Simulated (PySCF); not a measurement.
**MP2/ccECP-cc-pVTZ (core potential) run of CH5GaOSi (SMILES [CH2]1O[SiH2][GaH]1)**

Aim: the vertical singlet–triplet gap of CH5GaOSi at MP2/ccECP-cc-pVTZ (core potential), from 2 runs. Input form: a Python script.

The results are computed with PySCF 2.14.0.

### Step 1. The system as given

CH5GaOSi: 9 atoms, total charge 0, spin state singlet. As SMILES, `[CH2]1O[SiH2][GaH]1`. The shape comes from GFN2-xTB, which is rough for such elements, and wasn't checked as a minimum.

Bond lengths: C1–O2 1.408 Å, O2–Si3 1.630 Å, C1–Ga4 2.157 Å, Si3–Ga4 2.478 Å, C1–H5 1.094 Å, C1–H6 1.101 Å, Si3–H7 1.486 Å, Si3–H8 1.464 Å, Ga4–H9 1.720 Å. Some angles: C1–O2–Si3 120.2°, O2–C1–Ga4 88.0°, O2–Si3–Ga4 73.0°, C1–Ga4–Si3 68.9°, O2–C1–H5 108.5°, O2–C1–H6 109.5°, Ga4–C1–H5 124.6°, Ga4–C1–H6 115.1°, O2–Si3–H7 112.7°, O2–Si3–H8 99.6°.

### Step 2. A single-point energy at MP2/ccECP-cc-pVTZ (core potential)

File geometry.xyz:

```xyz
9

C     -0.169080     1.050200    -0.664370
O      0.213980    -0.280170    -0.920960
Si     0.707580    -1.240790     0.299900
Ga    -0.886370     0.394240     1.261350
H     -0.809940     1.391440    -1.482610
H      0.725540     1.691320    -0.636740
H      2.110490    -0.973870     0.709770
H      0.623690    -2.542000    -0.365240
H     -2.515890     0.509640     1.798880
```

File run.py:

```python
# [CH2]1O[SiH2][GaH]1
from pyscf import gto, scf, mp

mol = gto.M(
    atom='geometry.xyz',
    verbose=3,
    spin=0,
    charge=0,
    basis='ccecp-cc-pvtz',
    ecp={'C': 'ccecp', 'O': 'ccecp', 'Si': 'ccecp', 'Ga': 'ccecp', 'H': 'ccecp'},
    max_memory=1860,
)

mf = scf.RHF(mol)
mf.conv_tol = 1e-10
mf.kernel()
if not mf.converged:
    mf = mf.newton().run(mf.mo_coeff, mf.mo_occ)

pt = mp.MP2(mf).run()
e_final = pt.e_tot
print('Final energy', e_final)
```

The run is started by

```console
$ OMP_NUM_THREADS=1 python run.py
```

The log of the run:

```text
converged SCF energy = -29.9288032497876
E(RMP2) = -30.5335726330971  E_corr = -0.604769383309522
E(SCS-RMP2) = -30.542269669446  E_corr = -0.613466419658397
Final energy -30.53357263309712
```

Wall time 38 s (1 thread of Arm Neoverse V1, shared host); peak memory 1.5 GiB.

### Step 3. The triplet

File calc.py:

```python
from pyscf import gto, scf, mp

mol = gto.Mole()
mol.atom = '''
C     -0.319515     1.984590    -1.255477
O      0.404364    -0.529445    -1.740362
Si     1.337132    -2.344753     0.566729
Ga    -1.674997     0.745006     2.383606
H     -1.530565     2.629441    -2.801727
H      1.371072     3.196132    -1.203264
H      3.988248    -1.840348     1.341271
H      1.178603    -4.803684    -0.690204
H     -4.754343     0.963080     3.399391
'''
mol.unit = 'bohr'
mol.verbose = 3
mol.ecp = {'C': 'ccecp', 'O': 'ccecp', 'Si': 'ccecp', 'Ga': 'ccecp', 'H': 'ccecp'}
mol.max_memory = 1860
mol.basis = 'ccecp-cc-pvtz'
mol.charge = 0
mol.spin = 2
mol.build()

calc0 = scf.UHF(mol)
calc0.conv_tol = 1e-10
calc0.kernel()
if not calc0.converged:
    calc0 = calc0.newton().run(calc0.mo_coeff, calc0.mo_occ)

pt = mp.MP2(calc0).run()
energy = pt.e_tot
print('E(%s) = %.9f' % ('MP2', energy))
```

The run is started by

```console
$ OMP_NUM_THREADS=1 python calc.py
```

The log of the run:

```text
WARN: HOMO -0.0488580574412301 >= LUMO -0.245847969511614

converged SCF energy = -29.8414810165438  <S^2> = 2.0149224  2S+1 = 3.0099318
E(UMP2) = -30.4229795625289  E_corr = -0.581498545985109
E(SCS-UMP2) = -30.4287033115148  E_corr = -0.587222294970993
E(MP2) = -30.422979563
```

Wall time 3.1 min (1 thread of Arm Neoverse V1, shared host); peak memory 2.3 GiB.

### Step 4. Outcome

Level: MP2/ccECP-cc-pVTZ (core potential).

| quantity | value |
| --- | --- |
| singlet: total energy | -30.53357 Eh |
| singlet: dipole moment (Hartree–Fock density) | 2.05 D |
| singlet: HOMO energy (Hartree–Fock orbitals) | -9.19 eV |
| singlet: LUMO energy (Hartree–Fock orbitals) | 0.33 eV |
| singlet: HOMO–LUMO gap (Hartree–Fock orbitals) | 9.52 eV |
| singlet: correlation energy | -604.8 mEh |
| triplet: total energy | -30.42298 Eh |
| triplet: dipole moment (Hartree–Fock density) | 2.01 D |
| triplet: HOMO energy (Hartree–Fock orbitals) (highest over α and β) | -6.57 eV |
| triplet: LUMO energy (Hartree–Fock orbitals) (lowest over α and β) | -1.36 eV |
| triplet: correlation energy | -581.5 mEh |
| triplet: ⟨S²⟩ of the reference determinant | 2.015 |
| vertical energy of the triplet above the singlet | 3.009 eV |

What this shows: At this shape the triplet lies 3.01 eV (69 kcal/mol) above the singlet.
